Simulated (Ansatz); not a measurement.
# C in Ansatz: convergence with ecutrho ratio

The system is C.

```
CELL_PARAMETERS angstrom
4.26182 -0.00463 -0.03039
-0.00463 4.30210 0.01177
-0.00916 0.00355 1.26640
ATOMIC_POSITIONS crystal
C 0.49600 0.49972 0.54970
```

The cell isn't the ideal one: cell strained at random at fixed volume.

* Program: Ansatz 0.2.0
* Task: convergence study
* Functional: PBEsol
* Potentials or basis: Ansatz PAW earlier set
* Cutoff: 800 eV
* Density cutoff: 3200 eV
* k mesh: 5 × 5 × 15
* Occupations: gaussian, width 0.05 eV
* Spin: no spin polarisation

These are the settings of the first run; the series varies ecutrho ratio, with any setting tied to it.

Hardware: 2 threads of Arm Neoverse V2, with other jobs on the host.

```tsv
ecutrho ratio	energy less the tightest run, at zero smearing (meV/atom)	SCF cycles	CPU time (s)	peak memory (GiB)
4	0.00	7	4.7	0.36
5	0.00	8	5.4	0.38
6	0.00	8	5.5	0.39
8	0.00	8	5.4	0.42
10	0.00	7	4.9	0.44
12	0.00	8	5.8	0.49
```

Against the tightest run, the energy stays within 1 meV/atom from 4 on. The tightest run that finished is the yardstick and may itself not be fully converged.
